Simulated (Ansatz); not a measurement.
# CH₄InO radical: how energies converge with the basis set

An exercise on one series of results from a longer session: the logs are not shown, and one member is left open.

Computed with Ansatz 0.2.0, Gaussian basis. Level: one geometry, several basis sets.

Plan: PBE0-D4/def2-SVP; ωB97M-V/def2-SVP; PBE0-D4/def2-QZVPP; ωB97M-V/def2-QZVPP; the functionals' def2-TZVPP values are taken from earlier runs.

### The geometry

The geometry comes from an earlier relaxation with PBE0-D4 in a triple-zeta def2 set; it is a stationary point, not always the lowest conformer. In takes the def2 core potential; no spin-orbit term is included.

SMILES `[CH3][In][OH]`, 7 atoms, charge 0, spin multiplicity 2.

Atoms are counted from 1 here; the program's logs count them from 0.

Bond lengths: C1–In2 2.203 Å, C1–H4 1.089 Å, C1–H5 1.089 Å, C1–H6 1.090 Å, In2–O3 2.013 Å, O3–H7 0.960 Å. Angles: In2–C1–H4 109.4°, In2–C1–H5 109.1°, In2–C1–H6 106.0°, H4–C1–H5 110.1°, H4–C1–H6 111.1°, H5–C1–H6 111.0°, C1–In2–O3 110.9°, In2–O3–H7 115.5°.

The first run:

The input, in.yaml:

```yaml
crystal:
  periodic: [false, false, false]
  atoms:
    - {symbol: C, position_ang: [-1.112372, 0.553782, -0.247895]}
    - {symbol: In, position_ang: [0.751851, -0.484074, -0.796570]}
    - {symbol: O, position_ang: [1.859966, -0.880936, 0.836230]}
    - {symbol: H, position_ang: [-1.965163, -0.017149, -0.612532]}
    - {symbol: H, position_ang: [-1.109988, 1.548383, -0.692435]}
    - {symbol: H, position_ang: [-1.115184, 0.612132, 0.840947]}
    - {symbol: H, position_ang: [2.690881, -1.332128, 0.672256]}
basis:
  gaussian: {orbitals: def2-SVP}
magnetization: {spin_polarized: true, initial_magnetization: 1}
hamiltonian: {xc: pbe0, dispersion: d4}
output: {orbitals: {seedname: orbitals}}
```

Among the steps run: PBE0-D4 in def2-SVP; ωB97M-V in def2-SVP; PBE0-D4 in def2-QZVPP; ωB97M-V in def2-QZVPP.

One of the session's tables, all rows but one given; the rest of the session is left out.

It belongs to the step «Density functionals: the series». 

```
functional       basis  HOMO (eV)  LUMO (eV)
   PBE0-D4    def2-SVP      -5.44      -2.66
   PBE0-D4  def2-TZVPP      -5.56      -2.77
   PBE0-D4  def2-QZVPP      -5.60      -2.83
   ωB97M-V    def2-SVP          ?          ?
   ωB97M-V  def2-TZVPP      -7.56      -1.19
   ωB97M-V  def2-QZVPP      -7.60      -1.29
```

Estimate the missing values for ωB97M-V, def2-SVP.

As computed: HOMO (eV): -7.43; LUMO (eV): -1.04. In the column «HOMO (eV)» it lies between ωB97M-V, def2-TZVPP (-7.56) and PBE0-D4, def2-QZVPP (-5.60).
